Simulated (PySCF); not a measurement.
# [Au3]−: other functionals and bases at one geometry

An exercise on one series of results from a longer session: the logs are not shown, and one member is left open.

Computed with PySCF 2.14.0. Level: several levels, as the steps say, no spin–orbit coupling.

3 further runs of the same task are left out: 2 for a known fault of the program, 1 that didn't finish. Runs told in other sessions of the task aren't counted.

## The system as given

3 atoms, charge -1, spin multiplicity 1.

Bond lengths: Au1–Au2 2.611 Å, Au2–Au3 2.611 Å. Angles: Au1–Au2–Au3 180.0°.

As a file:

```xyz
3
charge -1, multiplicity 1
Au    0.0000    0.0000    2.6109
Au    0.0000    0.0000    0.0000
Au    0.0000    0.0000   -2.6109
```

An earlier session relaxed this geometry at PBE, Au def2-SVP with ECP60 (singlet, point group D∞h).

At PBE on the finer grid: E = -407.472525 Eh, HOMO -1.24 eV, LUMO 1.01 eV, Mulliken charge on Au1 -0.33 e, largest force component 0.003 eV/Å. 

Levels to run: TPSSh; revPBE; wB97X; BLYP; PBE, TZVP; PBE, x2c-SVP. Hardware: 2 threads of Arm Neoverse V1, shared host.

The first run:

run.py (the lines that set the calculation) reads:

```python
mol = gto.M(atom='''
Au     0.00000     0.00000     2.61091
Au     0.00000     0.00000     0.00000
Au     0.00000     0.00000    -2.61091''',
    basis={'Au': 'def2-SVP'},
    ecp={'Au': 'def2-SVP'},
    charge=-1, spin=0)
mf = dft.RKS(mol, xc='TPSSH')
mf.grids.atom_grid = (75, 302)
mf = mf.density_fit()  # fitting sets: Au def2-universal-JKFIT
mf.conv_tol = 1e-08; mf.max_cycle = 55
mf.kernel(dm0)  # dm0: the density of the relaxed state
```

Command:

```bash
> OMP_NUM_THREADS=2 python run.py
```

Steps of the session up to this table: TPSSh; revPBE; wB97X; BLYP; PBE, TZVP; PBE, x2c-SVP.

One table of the session follows, with a row left open; its other results are not shown here.

```
             level  HOMO (eV)  gap (eV)  charge on Au1 (e)  largest force component (eV/Å)
PBE (relaxed here)      -1.24      2.25              -0.33                            0.00
             TPSSh      -1.40      2.83              -0.32                            0.10
            revPBE      -1.13      2.25              -0.33                            0.17
             wB97X          ?         ?                  ?                               ?
              BLYP      -1.13      2.19              -0.36                            0.32
         PBE, TZVP      -1.31      2.21              -0.20                            0.15
      PBE, x2c-SVP      -1.32      2.26              -0.67                            0.32
```

Q: Estimate the row for wB97X from the others.

**Answer.** HOMO (eV): -3.40; gap (eV): 6.65; charge on Au1 (e): -0.36; largest force component (eV/Å): 0.11. In the column «HOMO (eV)» it is the lowest.

In one basis the HOMO–LUMO gap runs from 2.19 eV (BLYP) to 6.65 eV (wB97X). The largest leftover force, 0.32 eV/Å with PBE, x2c-SVP, stands at a geometry relaxed at another level. Total energies of different levels can't be compared.
